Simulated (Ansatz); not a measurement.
# Sn2TeAs2: the cost of one run

Computed with Ansatz 0.2.0 (DFT PBE, scalar-relativistic, plane waves, PAW, unless a step's input says otherwise).

## (1) The structure to begin with

The structure is tetragonal, space group P4mm (No. 99). Conventional cell: a = 4.509 Å, b = 4.509 Å, c = 7.118 Å, α = 90.00°, β = 90.00°, γ = 90.00°. Sn (site symmetry 2mm) has 1 As at 2.26 Å and 4 Sn at 3.19 Å and 2 Te at 3.37 Å in its first shell of neighbours. Te (site symmetry 4mm) is surrounded by 4 As at 3.26 Å and 4 Sn at 3.37 Å. Around As (site symmetry 2mm) lie 1 Sn at 2.26 Å.

Structure file:

```cif
data_structure
_symmetry_space_group_name_H-M 'P4mm'
_symmetry_Int_Tables_number 99
_cell_length_a 4.5087
_cell_length_b 4.5087
_cell_length_c 7.1180
_cell_angle_alpha 90.000
_cell_angle_beta 90.000
_cell_angle_gamma 90.000
_cell_volume 144.70
loop_
_atom_site_label
_atom_site_type_symbol
_atom_site_symmetry_multiplicity
_atom_site_Wyckoff_symbol
_atom_site_fract_x
_atom_site_fract_y
_atom_site_fract_z
_atom_site_occupancy
Sn1 Sn 2 c 0.50000 0.00000 0.84706 1
Te1 Te 1 b 0.50000 0.50000 0.19902 1
As1 As 2 c 0.50000 0.00000 0.52977 1
```

Recipe of the guess: random cell by space group and Wyckoff sites (P4mm, No. 99). Lengths come from tabulated atomic sizes and are only a guess.

## (2) Probe: one point on a coarse mesh

The input, input.yaml:

```yaml
crystal:
  lattice:
    - [4.50871529, 0.0, 0.0]
    - [0.0, 4.50871529, 0.0]
    - [0.0, 0.0, 7.11798831]
  atoms:
    - { symbol: Sn, position: [0.5, 0.0, 0.84706412] }
    - { symbol: Sn, position: [0.0, 0.5, 0.84706412] }
    - { symbol: Te, position: [0.5, 0.5, 0.19901714] }
    - { symbol: As, position: [0.5, 0.0, 0.52977151] }
    - { symbol: As, position: [0.0, 0.5, 0.52977151] }
basis:
  ecutwfc: 420
kpoints:
  mp_grid: { grid: [4, 4, 4] }
hamiltonian:
  xc: pbe
scf:
  occupations: { method: gaussian, width: 0.1 }
  lower_state_search: "off"
output:
  forces: true
  stress: true
  eigenvalues: true
```

Command:

```sh
ansatz run input.yaml --threads 1 --pin off --max-ram 2560MiB --backend cpu --events-out ev --progress --plain --runs-dir out
```

**Question.** How long does this run take on 1 thread of Arm Neoverse V1, shared host, and how much memory does it need?

About 9.6 s, with a peak of 0.4 GiB.
